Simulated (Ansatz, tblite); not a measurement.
# The cluster As4O6+: a ladder of methods and basis sets

Aim: run the doublet of the cluster As4O6+ at one geometry on many levels, and compare frontier levels, spin and run time.

Program: Ansatz 0.2.0, Gaussian basis. Level of theory: as each input shows. These are calculated values, not measurements.

The runs, in order: GFN1-xTB, GFN2-xTB, PBE-D4/def2-SVP, r2SCAN-D4/def2-SVP, HF/def2-SVP, PBE-QIDH/def2-SVP, HF/STO-3G, HF/6-31G, B3LYP-D4/6-31G, MP2/def2-SVP.

8 further runs of the same task are left out: 3 that didn't finish, 5 set aside as unsound or not needed. Runs told in other sessions of the task aren't counted.

## (1) The relaxed structure

The doublet was relaxed beforehand with r2SCAN-D4/def2-SVP. At that level it is the lowest of the isomers that a small search found.

10 atoms, charge 1, spin multiplicity 2.

Bond lengths: As1–O5 1.788 Å, As1–O7 1.789 Å, As1–O9 1.876 Å, As2–O5 1.789 Å, As2–O6 1.789 Å, As2–O8 1.876 Å, As3–O6 1.788 Å, As3–O7 1.789 Å, As3–O10 1.876 Å, As4–O8 1.738 Å, As4–O9 1.738 Å, As4–O10 1.738 Å. Angles: O5–As1–O7 99.7°, O5–As1–O9 95.2°, O7–As1–O9 95.2°, O5–As2–O6 99.7°, O5–As2–O8 95.2°, O6–As2–O8 95.2°, O6–As3–O7 99.7°, O6–As3–O10 95.2°, O7–As3–O10 95.2°, O8–As4–O9 105.5°, O8–As4–O10 105.5°, O9–As4–O10 105.5°, As1–O5–As2 132.7°, As2–O6–As3 132.7°, As1–O7–As3 132.7°, As2–O8–As4 122.2°, As1–O9–As4 122.2°, As3–O10–As4 122.2°.

The ion is computed in the gas phase, without counter-ions or solvent.

PBE0-D4/def2-SVP was run before; its log isn't repeated, and its numbers join the tables.

## (2) GFN1-xTB

Tight binding, by tblite at 300 K electronic temperature and without a spin-polarisation term:

```python
tblite.interface.Calculator('GFN1-xTB', numbers, positions, charge=1, uhf=1).singlepoint()
```

Energy -1011.9778 eV; 0.016 s.

## (3) GFN2-xTB

Tight binding, by tblite at 300 K electronic temperature and without a spin-polarisation term:

```python
tblite.interface.Calculator('GFN2-xTB', numbers, positions, charge=1, uhf=1).singlepoint()
```

Energy -913.2589 eV; 0.013 s.

## (4) PBE-D4/def2-SVP

start.molden holds the orbitals of an earlier run on this state, given as this run's starting guess.

in.yaml

```yaml
crystal:
  periodic: [false, false, false]
  atoms:
    - {symbol: As, position_ang: [-1.025576, 1.737530, 0.097700]}
    - {symbol: As, position_ang: [-0.416654, -0.888202, -1.765756]}
    - {symbol: As, position_ang: [1.974911, 0.421156, 0.051925]}
    - {symbol: As, position_ang: [-0.458718, -1.094048, 1.391642]}
    - {symbol: O, position_ang: [-1.236836, 0.628028, -1.288994]}
    - {symbol: O, position_ang: [1.266099, -0.469955, -1.327283]}
    - {symbol: O, position_ang: [0.758143, 1.720167, 0.227378]}
    - {symbol: O, position_ang: [-0.788930, -1.792603, -0.165248]}
    - {symbol: O, position_ang: [-1.303289, 0.424879, 1.408710]}
    - {symbol: O, position_ang: [1.230840, -0.686942, 1.369916]}
basis:
  gaussian: {orbitals: def2-SVP, initial_orbitals: start.molden}
total_charge: 1
magnetization: {spin_polarized: true, initial_magnetization: 1}
hamiltonian: {xc: pbe, dispersion: d4}
scf: {omitted_lower_state_checks: [starts]}
output: {orbitals: {seedname: orbitals}}
```

Launch:

```
$ ansatz run in.yaml --threads 4 --pin off --events-out ev --progress --plain --max-ram 6963MiB
```

Further steps of the session: r2SCAN-D4/def2-SVP; HF/def2-SVP; PBE-QIDH/def2-SVP; HF/STO-3G; HF/6-31G; B3LYP-D4/6-31G; MP2/def2-SVP.

Before running them: what should the planned runs give, taken together? Wanted: gap in def2-SVP, named functionals and Hartree-Fock, smallest and largest; correlation energy, MP2/def2-SVP; ⟨S²⟩ in def2-SVP, named functionals and Hartree-Fock, smallest and largest.

**Answer**, as computed:

| quantity | value |
| --- | --- |
| gap in def2-SVP, named functionals and Hartree-Fock, smallest and largest | 0.67 eV (PBE-D4), 8.85 eV (HF) |
| correlation energy, MP2/def2-SVP | -53.62 eV |
| ⟨S²⟩ in def2-SVP, named functionals and Hartree-Fock, smallest and largest | 0.752, 0.762 |

In words: Over the named functionals and Hartree-Fock in def2-SVP the gap runs from 0.67 eV (PBE-D4) to 8.85 eV (HF); exact exchange widens it. Over the named functionals and Hartree-Fock in def2-SVP spin contamination reaches 0.01 (HF), which is small.
